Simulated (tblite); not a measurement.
# C3H10N2SSi2: the cost of one run

Programs: tblite 0.8.0 and PySCF 2.14.0, with density-fitted response routines of our own. Each step states its level of theory. These are calculated values for one molecule in the gas phase, unless marked as measured. Atoms count from 0, in the outputs and in this text.

### Step 1. Starting geometry

18 atoms, charge 0, multiplicity 1; geometry from: force field or distance geometry start.

Bonds of the start (Å): C0–S1 1.81, S1–Si2 2.17, Si2–N3 1.80, Si2–Si4 2.24, Si4–C5 1.85, C5–C6 1.46, C6–N7 1.18, C0–H8 1.11, C0–H9 1.11, C0–H10 1.11, Si2–H11 1.47, N3–H12 1.02, N3–H13 1.04, Si4–H14 1.47, Si4–H15 1.47, C5–H16 1.13, C5–H17 1.10.

### Step 2. Optimising the geometry with GFN2-xTB

The job: settings as JSON, then the geometry in Å.

```
{"job": {"kind": "relax", "xc": "GFN2-xTB", "basis": "xTB"}, "charge": 0, "multiplicity": 1}
C     -2.784800     0.841200     0.888600
S     -2.052400    -0.669300     1.562900
Si    -0.429200    -1.166900     0.209400
N     -1.235900    -1.531700    -1.356600
Si     0.810900     0.699800     0.094900
C      2.503300     0.368000    -0.567800
C      3.386100    -0.265900     0.405300
N      4.094200    -0.761200     1.206700
H     -2.499500     1.744200     1.461900
H     -2.405700     1.006800    -0.139700
H     -3.889000     0.746800     0.816200
H      0.340900    -2.312900     0.707300
H     -1.648900    -0.704000    -1.795700
H     -0.654900    -2.136800    -1.966200
H      0.885300     1.251300     1.456400
H      0.082900     1.695000    -0.710100
H      2.970800     1.380200    -0.763200
H      2.517300    -0.178300    -1.521900
```

On the command line:

```sh
OMP_NUM_THREADS=1 python probes_run.py task.json out
```

This one command runs all jobs of the session in turn.

Q: Estimate the wall time and peak memory of this first job on 1 thread of Intel Xeon at 2.50GHz, shared host.

About 9.8 s, with a peak of 0.18 GiB.
